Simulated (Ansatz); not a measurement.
# HSSeSi− (SMILES S=[SiH][Se-]): functionals against CCSD(T) at one geometry

One table from this session's results is given with a row withheld; the runs are named, their logs left out.

Computed with Ansatz 0.2.0, Gaussian basis. Level: single points in def2-TZVPPD.

Correlated methods freeze the cores. Filled d shells of the heavier atoms are correlated.

## Starting geometry

SMILES `S=[SiH][Se-]`, 4 atoms, charge -1, spin multiplicity 1.

Atoms are counted from 1 here; the program's logs count them from 0.

Bond lengths: S1–Si2 1.906 Å, Si2–Se3 2.300 Å, Si2–H4 1.331 Å. Angles: S1–Si2–Se3 129.2°, S1–Si2–H4 122.7°, Se3–Si2–H4 108.1°.

As a file:

```xyz
4

S    -1.59150   -0.06640    1.25400
Si   -0.19570    0.12900   -0.02900
Se    1.96830   -0.64570    0.04620
H    -0.35830    0.78940   -1.17280
```

Set-up of the first run:

Contents of run/in.yaml:

```yaml
crystal:
  periodic: [false, false, false]
  atoms:
    - {symbol: S, position_ang: [-1.591500, -0.066400, 1.254000]}
    - {symbol: Si, position_ang: [-0.195700, 0.129000, -0.029000]}
    - {symbol: Se, position_ang: [1.968300, -0.645700, 0.046200]}
    - {symbol: H, position_ang: [-0.358300, 0.789400, -1.172800]}
basis:
  gaussian: {orbitals: "def2-TZVPPD.json"}
total_charge: -1
correlation: {method: ccsd_t}
output: {forces: true}
```

The basis file named in the input lies beside it (Basis Set Exchange, JSON).

No record of the launch command was kept for these runs.

Steps of the session up to this table: CCSD(T)/def2-TZVPPD; PBE0-D4/def2-TZVPPD; wB97M-V/def2-TZVPPD; r2SCAN-D4/def2-TZVPPD; PBE-D4/def2-TZVPPD; r2SCANh-D4/def2-TZVPPD; r2SCAN0-D4/def2-TZVPPD.

One table of the session follows, with a row left open; its other results are not shown here.

| method | RMS force component (eV/Å) | angle to CCSD(T) forces (°) |
| --- | --- | --- |
| CCSD(T) | 2.248 | reference |
| PBE0-D4 | 2.231 | 3.5 |
| wB97M-V | ? | ? |
| r2SCAN-D4 | 2.213 | 2.1 |
| PBE-D4 | 2.227 | 3.5 |
| r2SCANh-D4 | 2.215 | 3.0 |
| r2SCAN0-D4 | 2.219 | 4.7 |

Q: Estimate the row for wB97M-V from the others.

**Answer.** RMS force component (eV/Å): 2.204; angle to CCSD(T) forces (°): 3.9. In the column «RMS force component (eV/Å)» it is the lowest.
